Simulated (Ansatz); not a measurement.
# Ag3Sn5: the cost of one run

Method: DFT PBE, scalar-relativistic, plane waves, PAW, in Ansatz 0.2.0.

### Step 1. The system as given

The cell holds 24 atoms (Ag9Sn15): a = 8.061 Å, b = 8.697 Å, c = 8.469 Å, α = 88.51°, β = 86.89°, γ = 92.94°.

15 Sn, 9 Ag were thrown into a skewed cell at random, at 1.00 times a reference volume of the solid, and pushed apart as soft spheres.

As a file:

```
Sn Ag
1.0
     8.05499   -0.21634    0.22567
    -0.21634    8.69308    0.11461
     0.22567    0.11461    8.46543
Sn Ag
15 9
Direct
  0.91909 0.85186 0.20029
  0.24095 0.10766 0.09466
  0.50880 0.53828 0.87573
  0.19865 0.34368 0.86855
  0.32200 0.71794 0.11641
  0.73081 0.26369 0.21683
  0.37424 0.39819 0.16370
  0.91125 0.49073 0.76303
  0.76596 0.07474 0.62104
  0.97429 0.51578 0.15712
  0.23431 0.72562 0.77638
  0.08805 0.27156 0.34094
  0.73943 0.78766 0.78179
  0.17570 0.53020 0.52331
  0.69396 0.25488 0.89085
  0.50158 0.69537 0.54142
  0.63536 0.62188 0.21013
  0.86120 0.64733 0.46675
  0.43529 0.31715 0.51593
  0.08262 0.93101 0.55697
  0.33551 0.04678 0.76123
  0.99663 0.98917 0.89245
  0.55851 0.96227 0.00487
  0.56399 0.99206 0.35458
```

### Step 2. Langevin stage at 1130 K

The cutoff is lowered while the worst contacts of the packing are taken out. One k point, a Fermi-Dirac width of 0.097 eV and a fixed cell.

input.yaml

```yaml
crystal:
  lattice:
    - [8.054989, -0.216338, 0.225675]
    - [-0.216338, 8.69308, 0.114609]
    - [0.225675, 0.114609, 8.465429]
  atoms:
    - { symbol: Sn, position: [0.9190902323, 0.8518569345, 0.2002919732] }
    - { symbol: Sn, position: [0.2409459363, 0.107663003, 0.0946597252] }
    - { symbol: Sn, position: [0.5087950749, 0.5382837949, 0.8757275395] }
    - { symbol: Sn, position: [0.198651152, 0.3436783421, 0.868551811] }
    - { symbol: Sn, position: [0.3219986733, 0.7179412119, 0.1164056365] }
    - { symbol: Sn, position: [0.7308126309, 0.2636905937, 0.2168297849] }
    - { symbol: Sn, position: [0.3742430144, 0.3981855614, 0.163701759] }
    - { symbol: Sn, position: [0.9112538181, 0.4907278335, 0.7630292767] }
    - { symbol: Sn, position: [0.7659580403, 0.0747374292, 0.6210365326] }
    - { symbol: Sn, position: [0.9742878899, 0.5157832795, 0.1571195518] }
    - { symbol: Sn, position: [0.2343087783, 0.7256247926, 0.7763766006] }
    - { symbol: Sn, position: [0.0880540182, 0.2715636887, 0.3409418163] }
    - { symbol: Sn, position: [0.7394324327, 0.7876635387, 0.7817892205] }
    - { symbol: Sn, position: [0.1756978442, 0.530195416, 0.5233091337] }
    - { symbol: Sn, position: [0.6939626313, 0.2548809361, 0.8908492194] }
    - { symbol: Ag, position: [0.5015814697, 0.6953744004, 0.5414173309] }
    - { symbol: Ag, position: [0.6353606949, 0.6218840287, 0.2101333835] }
    - { symbol: Ag, position: [0.8612011276, 0.6473271812, 0.4667469212] }
    - { symbol: Ag, position: [0.4352949763, 0.3171547128, 0.5159342169] }
    - { symbol: Ag, position: [0.0826193188, 0.9310084603, 0.5569732121] }
    - { symbol: Ag, position: [0.3355135515, 0.0467790156, 0.7612299823] }
    - { symbol: Ag, position: [0.9966276262, 0.9891739023, 0.8924547523] }
    - { symbol: Ag, position: [0.5585074434, 0.9622726238, 0.0048688014] }
    - { symbol: Ag, position: [0.5639896182, 0.9920623769, 0.3545818969] }
  symmetry: { detect: false }
basis:
  ecutwfc: 320
  xc_grid: 1
kpoints:
  mp_grid: { grid: [1, 1, 1], shift: [0.25, 0.25, 0.25] }
hamiltonian:
  xc: pbe
scf:
  occupations: { method: fermi_dirac, width: 0.0974 }
  lower_state_search: "off"
  convergence: { dr2_threshold: 1.0e-05 }
output:
  forces: true
  stress: true
md:
  timestep: 3.0
  n_steps: 24
  ensemble: nvt_langevin
  friction: 0.03
  temperature: 1130.0
  initial_velocities: maxwell_boltzmann
  seed: 81742
```

Launch:

```sh
ansatz run input.yaml --threads 2 --pin off --max-ram 5120MiB --backend cpu --events-out ev --progress --plain --runs-dir out
```

**Question.** How long does this run take on 2 threads of Arm Neoverse V1, shared host, and how much memory does it need?

About 3 min, with a peak of 0.78 GiB.
